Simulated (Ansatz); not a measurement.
# CH7BGaN: shape, modes and thermochemistry

What shape does CH7BGaN take? The plan is to relax it, check the end point by its vibrations and derive ideal-gas thermochemistry, and look at its orbitals and charge.

The runs use Ansatz 0.2.0, Gaussian basis; RKS PBE0-D4/def2-TZVP.

The runs, in order: relaxation at PBE0-D4/def2-TZVP; harmonic vibrations at the same level; a single point in def2-TZVPP for the fields.

**1. The starting structure**

SMILES `C[B](N)[GaH2]`, 11 atoms, charge 0, spin multiplicity 1.

Atoms are counted from 1 here; the program's logs count them from 0.

Bond lengths: C1–B2 1.580 Å, C1–H5 1.091 Å, C1–H6 1.089 Å, C1–H7 1.091 Å, B2–N3 1.378 Å, B2–Ga4 2.101 Å, N3–H8 1.010 Å, N3–H9 1.015 Å, Ga4–H10 1.620 Å, Ga4–H11 1.645 Å. Angles: B2–C1–H5 110.2°, B2–C1–H6 113.8°, B2–C1–H7 111.4°, H5–C1–H6 107.4°, H5–C1–H7 106.0°, H6–C1–H7 107.7°, C1–B2–N3 122.1°, C1–B2–Ga4 129.3°, N3–B2–Ga4 108.5°, B2–N3–H8 126.4°, B2–N3–H9 121.0°, H8–N3–H9 112.6°, B2–Ga4–H10 139.1°, B2–Ga4–H11 114.3°, H10–Ga4–H11 106.5°.

The start is a GFN2-xTB geometry.

**2. Optimising with PBE0-D4/def2-TZVP**

The input, in.yaml:

```yaml
crystal:
  periodic: [false, false, false]
  atoms:
    - {symbol: C, position_ang: [-0.534580, 1.541970, 0.326920]}
    - {symbol: B, position_ang: [-0.085590, 0.038380, 0.146050]}
    - {symbol: N, position_ang: [-0.421770, -0.941480, 1.055340]}
    - {symbol: Ga, position_ang: [1.034260, -0.840420, -1.398600]}
    - {symbol: H, position_ang: [-1.269740, 1.809790, -0.434040]}
    - {symbol: H, position_ang: [-0.980110, 1.753420, 1.298080]}
    - {symbol: H, position_ang: [0.303720, 2.226500, 0.190090]}
    - {symbol: H, position_ang: [-0.959010, -0.815960, 1.900990]}
    - {symbol: H, position_ang: [-0.135150, -1.904860, 0.914730]}
    - {symbol: H, position_ang: [1.816100, -0.400760, -2.747410]}
    - {symbol: H, position_ang: [1.231880, -2.466590, -1.252150]}
basis:
  gaussian: {orbitals: def2-TZVP}
hamiltonian: {xc: pbe0, dispersion: d4}
relax: {f_tol: 0.005, max_steps: 150}
```

Run with:

```sh
$ ansatz run in.yaml --threads 2 --pin off --events-out ev --progress --plain --max-ram 4352MiB
```

The runs that follow: Vibrations by finite differences; Fields at the relaxed geometry.

Q: Predict the results of all the runs planned. Wanted: point group; shift from the start; total energy; dispersion term; dipole moment; lowest, highest wavenumber; zero-point energy; HOMO, LUMO.

**Answer**, as computed:

| quantity | value |
| --- | --- |
| point group | Cs |
| steps | 14 |
| shift from the start (rms) | 0.213 Å |
| total energy | -55686.5117 eV |
| dispersion term | -172 meV |
| dipole moment | 2.54 D |
| lowest, highest wavenumber | 66, 3680 cm⁻¹ |
| zero-point energy | 50.9 kcal/mol |
| entropy at 298.15 K | 349.9 J/(mol K) |
| HOMO, LUMO | -6.84, -1.78 eV |

The atoms moved 0.21 Å (rms) from the start; the bond that changed most is Ga4–H11, from 1.645 to 1.590 Å. No mode is imaginary: a true minimum at this level. The stiffest mode, 3680 cm⁻¹, is an N–H stretch, and 3 modes under 200 cm⁻¹ make the vibrational entropy uncertain. Harmonic hybrid wavenumbers usually lie a few per cent above measured fundamentals. The largest Mulliken charge, -0.43 e, sits on N3. The HOMO lies mostly on B2 35 %; Ga4 23 % and the LUMO on Ga4 49 %; B2 15 %.
